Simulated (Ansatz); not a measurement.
# C4H4Ge: a ladder of functionals and wavefunction methods

An exercise on one series of results from a longer session: the logs are not shown, and one member is left open.

Computed with Ansatz 0.2.0, Gaussian basis. Level: functionals in def2-TZVPP, the program's frozen cores in correlated methods.

The runs, in order: LDA (SPW92), PBE-D4, revPBE-D4, BLYP-D4, r2SCAN-D4, B97M-V, PBE0-D4, B3LYP-D4, r2SCANh-D4, r2SCAN0-D4, HSE06-D4, BHLYP-D4, CAM-B3LYP-D4, LC-ωPBE, ωB97X-V, ωB97M-V, B2PLYP, PBE-QIDH; CCSD(T)/def2-SVP; CCSD(T)/def2-TZVPP; MP2/def2-QZVPP; extrapolation to the limit; RPA on PBE.

### The relaxed structure

An earlier PBE0-D4 in a triple-zeta def2 set relaxation fixed the geometry.

SMILES `C#[C][GeH2][C]#C`, 9 atoms, charge 0, spin multiplicity 1.

Atoms are counted from 1 here; the program's logs count them from 0.

Bond lengths: C1–C2 1.204 Å, C1–H6 1.066 Å, C2–Ge3 1.897 Å, Ge3–C4 1.897 Å, Ge3–H7 1.531 Å, Ge3–H8 1.531 Å, C4–C5 1.204 Å, C5–H9 1.066 Å. Angles: C2–C1–H6 179.8°, C1–C2–Ge3 179.2°, C2–Ge3–C4 108.7°, C2–Ge3–H7 109.2°, C2–Ge3–H8 109.2°, C4–Ge3–H7 109.2°, C4–Ge3–H8 109.2°, H7–Ge3–H8 111.3°, Ge3–C4–C5 179.2°, C4–C5–H9 179.8°.

The first run:

in.yaml reads:

```yaml
crystal:
  periodic: [false, false, false]
  atoms:
    - {symbol: C, position_ang: [1.318253, 0.018503, 2.307891]}
    - {symbol: C, position_ang: [0.953845, -0.261627, 1.194682]}
    - {symbol: Ge, position_ang: [0.397745, -0.721853, -0.559409]}
    - {symbol: C, position_ang: [-1.026743, 0.423849, -1.065461]}
    - {symbol: C, position_ang: [-1.932808, 1.143156, -1.400339]}
    - {symbol: H, position_ang: [1.638463, 0.268883, 3.293257]}
    - {symbol: H, position_ang: [1.568823, -0.527088, -1.526392]}
    - {symbol: H, position_ang: [-0.094919, -2.171553, -0.567448]}
    - {symbol: H, position_ang: [-2.734358, 1.781530, -1.693881]}
basis:
  gaussian: {orbitals: def2-TZVPP}
hamiltonian: {xc: lda}
output: {orbitals: {seedname: orbitals}}
```

Started as:

```
$ ansatz run in.yaml --threads 4 --pin off --events-out ev --progress --plain --max-ram 10444MiB
```

Among the steps run: LDA; PBE-D4 (GGA); revPBE-D4 (GGA); BLYP-D4 (GGA); r2SCAN-D4 (meta-GGA); B97M-V (meta-GGA); PBE0-D4 (hybrid); B3LYP-D4 (hybrid); r2SCANh-D4 (hybrid); r2SCAN0-D4 (hybrid); HSE06-D4 (hybrid); BHLYP-D4 (hybrid); CAM-B3LYP-D4 (range-separated); LC-ωPBE (range-separated); ωB97X-V (range-separated); ωB97M-V (range-separated); B2PLYP (double hybrid); PBE-QIDH (double hybrid).

One table of the session follows, with a row left open; its other results are not shown here.

It belongs to the step «Orbital energies across the functionals». 

| functional | HOMO (eV) | gap (eV) |
| --- | --- | --- |
| LDA (SPW92) | -7.12 | 5.80 |
| PBE-D4 | -6.96 | 5.87 |
| revPBE-D4 | -6.91 | 5.90 |
| BLYP-D4 | -6.80 | 5.85 |
| r2SCAN-D4 | -7.20 | 6.34 |
| B97M-V | -7.20 | 6.35 |
| PBE0-D4 | ? | ? |
| B3LYP-D4 | -7.93 | 7.55 |
| r2SCANh-D4 | -7.65 | 7.13 |
| r2SCAN0-D4 | -8.33 | 8.30 |
| HSE06-D4 | -7.76 | 7.22 |
| BHLYP-D4 | -9.21 | 10.07 |
| CAM-B3LYP-D4 | -9.51 | 10.46 |
| LC-ωPBE | -10.93 | 13.04 |
| ωB97X-V | -10.53 | 12.52 |
| ωB97M-V | -10.39 | 12.25 |

**Question.** Estimate the row for PBE0-D4.

**Answer.** HOMO (eV): -8.17; gap (eV): 8.01. In the column «HOMO (eV)» it lies between r2SCAN0-D4 (-8.33) and B3LYP-D4 (-7.93).
